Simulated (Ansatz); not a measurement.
**MgBr+ (triplet): the correlation ladder at distance Br1–Mg2 = 2.832 Å, cc-pVDZ**

Aim: climb from Hartree-Fock through coupled cluster and multireference methods for MgBr+ (triplet) at one geometry and basis, and see what each rung misses.

The runs use Ansatz 0.2.0, Gaussian basis; cc-pVDZ, core rule «outside noble gas», up to 19 orbitals frozen.

The runs, in order: UHF; CCSD(T) on ROHF; CCSD(T) on UHF; BCCD(T) on ROHF; CISD; CCSDT(Q) on ROHF; CCSDT(Q) on UHF; CASSCF and MRCISD+Q, 4 electrons in 4 orbitals; CASSCF and NEVPT2, 4 electrons in 4 orbitals.

47 further runs of the same task are left out: 22 for a known fault of the program, 2 for a mislabelled method, 19 that didn't finish, 4 set aside as unsound or not needed.

### 1 The system

The geometry derives from a PBE0/def2-TZVP stationary point (not a proven minimum). One bond is set to the value named and the two fragments are kept rigid. No spin-orbit coupling is included. The filled d shell of Br may be among the frozen orbitals whatever the setting's name suggests; the logs give the count.

2 atoms, charge 1, spin multiplicity 3.

Atoms are counted from 1 here; the program's logs count them from 0.

Bond lengths: Br1–Mg2 2.832 Å.

### 2 UHF

in.yaml

```yaml
crystal:
  periodic: [false, false, false]
  atoms:
    - {symbol: Br, position_ang: [0.000000, 0.000000, 0.000000]}
    - {symbol: Mg, position_ang: [0.000000, 0.000000, 2.831700]}
basis:
  gaussian: {orbitals: cc-pVDZ}
total_charge: 1
magnetization: {spin_polarized: true, initial_magnetization: 2}
hamiltonian: {xc: hf}
output: {orbitals: {seedname: orbitals}}
```

Launch:

```
> ansatz run in.yaml --threads 1 --pin off --events-out ev --progress --plain --max-ram 2393MiB
```

Further steps of the session: CCSD(T) on ROHF; CCSD(T) on UHF; BCCD(T) on ROHF; CISD; CCSDT(Q) on ROHF; CCSDT(Q) on UHF; CASSCF and MRCISD+Q, 4 electrons in 4 orbitals; CASSCF and NEVPT2, 4 electrons in 4 orbitals.

**Question.** What will the summary of the whole plan be? Wanted: UCCSDT(Q) below the RHF energy; RMP2 from UCCSDT(Q); UMP2 from UCCSDT(Q); RCCSD from UCCSDT(Q); RCCSD(T) from UCCSDT(Q); UCCSD(T) from UCCSDT(Q); RCCSDT(Q) from UCCSDT(Q); MRCISD+Q pair from UCCSDT(Q); T1 diagnostic.

The runs gave:

| quantity | value |
| --- | --- |
| UCCSDT(Q) below the RHF energy | -3.2169 eV |
| RMP2 from UCCSDT(Q) | +458.3 meV |
| UMP2 from UCCSDT(Q) | +468.8 meV |
| RCCSD from UCCSDT(Q) | +57.3 meV |
| RCCSD(T) from UCCSDT(Q) | +15.6 meV |
| UCCSD(T) from UCCSDT(Q) | +11.8 meV |
| RCCSDT(Q) from UCCSDT(Q) | +3.5 meV |
| MRCISD+Q pair from UCCSDT(Q) | -4.0 meV |
| levels within 1 kcal/mol (43 meV) | RCCSD(T), UCCSD(T), BCCD(T), RCCSDT, UCCSDT, RCCSDT(Q), MRCISD+Q pair |
| T1 diagnostic | 0.015 |

What this shows: RCCSD(T) misses by +15.6 meV, 0.5 % of the correlation energy. These misses are within one basis, not against nature; the frozen cores of restricted and unrestricted runs differ, which can shift their rows.
